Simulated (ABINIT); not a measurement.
# TaF3 in ABINIT: the effect of functional

The system is TaF3.

```xyz
4
Lattice="3.9012 0.0000 0.0000 0.0000 3.9012 0.0000 0.0000 0.0000 3.9012" Properties=species:S:1:pos:R:3 pbc="T T T"
Ta    0.0000    0.0000    0.0000
F     0.0000    0.0000    1.9506
F     0.0000    1.9506    0.0000
F     1.9506    0.0000    0.0000
```

Alike in all runs:

```yaml
Program: ABINIT 10.8.3 (patched build)
Task: band structure
Potentials_or_basis: JTH PAW PBE v2.0
Cutoff: 762 eV
k_mesh: 7 × 7 × 7
Occupations: fermi-dirac, width 0.05 eV
Spin: no spin polarisation
```

Q: One run gave: pressure 19.2 GPa. Which functional did it use?
A. PBEsol
B. PBE
C. r2SCAN
D. SCAN
E. BLYP

A: D.

```tsv
functional	pressure (GPa)
PBE	24.7
LDA	14.8
PBEsol	19.9
RPBE	28.3
BLYP	28.0
AM05	20.4
r2SCAN	21.2
SCAN	19.2
revPBE	27.6
PW91	24.2
WC	20.3
```

Caveats: the atomic spheres overlap; the PAW data sets were made with another functional, which shifts forces and pressure a little (some runs); a pressure of tens of GPa on the cell as given is suspect, and the run, the potentials or the cell itself is likely at fault (some runs).
